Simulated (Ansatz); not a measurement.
# C2H10BNSi: a ladder of functionals and wavefunction methods

An exercise on one series of results from a longer session: the logs are not shown, and one member is left open.

Method: functionals in def2-TZVPP, the program's frozen cores in correlated methods; program: Ansatz 0.2.0, Gaussian basis.

The runs, in order: LDA (SPW92), PBE-D4, revPBE-D4, BLYP-D4, r2SCAN-D4, B97M-V, PBE0-D4, B3LYP-D4, r2SCANh-D4, r2SCAN0-D4, HSE06-D4, BHLYP-D4, CAM-B3LYP-D4, LC-ωPBE, ωB97X-V, ωB97M-V, B2PLYP, PBE-QIDH; CCSD(T)/def2-SVP; CCSD(T)/def2-TZVPP; MP2/def2-QZVPP; extrapolation to the limit; RPA on PBE.

### The geometry

An earlier PBE0-D4 in a triple-zeta def2 set relaxation fixed the geometry.

SMILES `CBN[SiH2]C`, 15 atoms, charge 0, spin multiplicity 1.

Atoms are counted from 1 here; the program's logs count them from 0.

Bond lengths: C1–B2 1.569 Å, C1–H6 1.095 Å, C1–H7 1.093 Å, C1–H8 1.097 Å, B2–N3 1.406 Å, B2–H9 1.204 Å, N3–Si4 1.748 Å, N3–H10 1.009 Å, Si4–C5 1.864 Å, Si4–H11 1.487 Å, Si4–H12 1.489 Å, C5–H13 1.092 Å, C5–H14 1.093 Å, C5–H15 1.092 Å. Angles: B2–C1–H6 110.2°, B2–C1–H7 115.7°, B2–C1–H8 109.5°, H6–C1–H7 107.8°, H6–C1–H8 105.4°, H7–C1–H8 107.8°, C1–B2–N3 122.9°, C1–B2–H9 119.6°, N3–B2–H9 117.5°, B2–N3–Si4 128.1°, B2–N3–H10 116.2°, Si4–N3–H10 115.6°, N3–Si4–C5 112.4°, N3–Si4–H11 109.9°, N3–Si4–H12 106.0°, C5–Si4–H11 109.6°, C5–Si4–H12 110.1°, H11–Si4–H12 108.6° and more.

The first run:

File in.yaml:

```yaml
crystal:
  periodic: [false, false, false]
  atoms:
    - {symbol: C, position_ang: [-1.890350, 0.231983, -0.673134]}
    - {symbol: B, position_ang: [-0.896228, -0.870649, -1.180602]}
    - {symbol: N, position_ang: [0.289334, -1.200589, -0.500813]}
    - {symbol: Si, position_ang: [0.915432, -0.507139, 0.976667]}
    - {symbol: C, position_ang: [1.513346, 1.242452, 0.741152]}
    - {symbol: H, position_ang: [-2.907297, -0.170783, -0.621819]}
    - {symbol: H, position_ang: [-1.654822, 0.670139, 0.300477]}
    - {symbol: H, position_ang: [-1.937327, 1.047027, -1.405141]}
    - {symbol: H, position_ang: [-1.138172, -1.465975, -2.198411]}
    - {symbol: H, position_ang: [0.856598, -1.923544, -0.918590]}
    - {symbol: H, position_ang: [-0.128933, -0.539945, 2.034601]}
    - {symbol: H, position_ang: [2.044261, -1.382387, 1.395633]}
    - {symbol: H, position_ang: [0.699296, 1.890192, 0.407690]}
    - {symbol: H, position_ang: [1.905136, 1.645007, 1.679057]}
    - {symbol: H, position_ang: [2.308025, 1.283412, -0.007367]}
basis:
  gaussian: {orbitals: def2-TZVPP}
hamiltonian: {xc: lda}
output: {orbitals: {seedname: orbitals}}
```

Among the steps run: LDA; PBE-D4 (GGA); revPBE-D4 (GGA); BLYP-D4 (GGA); r2SCAN-D4 (meta-GGA); B97M-V (meta-GGA); PBE0-D4 (hybrid); B3LYP-D4 (hybrid); r2SCANh-D4 (hybrid); r2SCAN0-D4 (hybrid); HSE06-D4 (hybrid); BHLYP-D4 (hybrid); CAM-B3LYP-D4 (range-separated); LC-ωPBE (range-separated); ωB97X-V (range-separated); ωB97M-V (range-separated); B2PLYP (double hybrid); PBE-QIDH (double hybrid).

One of the session's tables, all rows but one given; the rest of the session is left out.

It belongs to the step «Orbital energies across the functionals». 

| functional | HOMO (eV) | gap (eV) |
| --- | --- | --- |
| LDA (SPW92) | -6.92 | 5.98 |
| PBE-D4 | -6.79 | 6.09 |
| revPBE-D4 | -6.73 | 6.14 |
| BLYP-D4 | -6.66 | 6.10 |
| r2SCAN-D4 | -7.04 | 6.73 |
| B97M-V | -7.14 | 6.75 |
| PBE0-D4 | -8.06 | 8.33 |
| B3LYP-D4 | -7.84 | 7.88 |
| r2SCANh-D4 | -7.52 | 7.54 |
| r2SCAN0-D4 | -8.24 | 8.74 |
| HSE06-D4 | -7.66 | 7.54 |
| BHLYP-D4 | -9.25 | 10.49 |
| CAM-B3LYP-D4 | -9.44 | 10.76 |
| LC-ωPBE | -10.81 | 13.31 |
| ωB97X-V | -10.45 | 12.82 |
| ωB97M-V | ? | ? |

Q: Estimate the row for ωB97M-V from the others.

As computed: HOMO (eV): -10.35; gap (eV): 12.42. In the column «HOMO (eV)» it lies between ωB97X-V (-10.45) and CAM-B3LYP-D4 (-9.44).
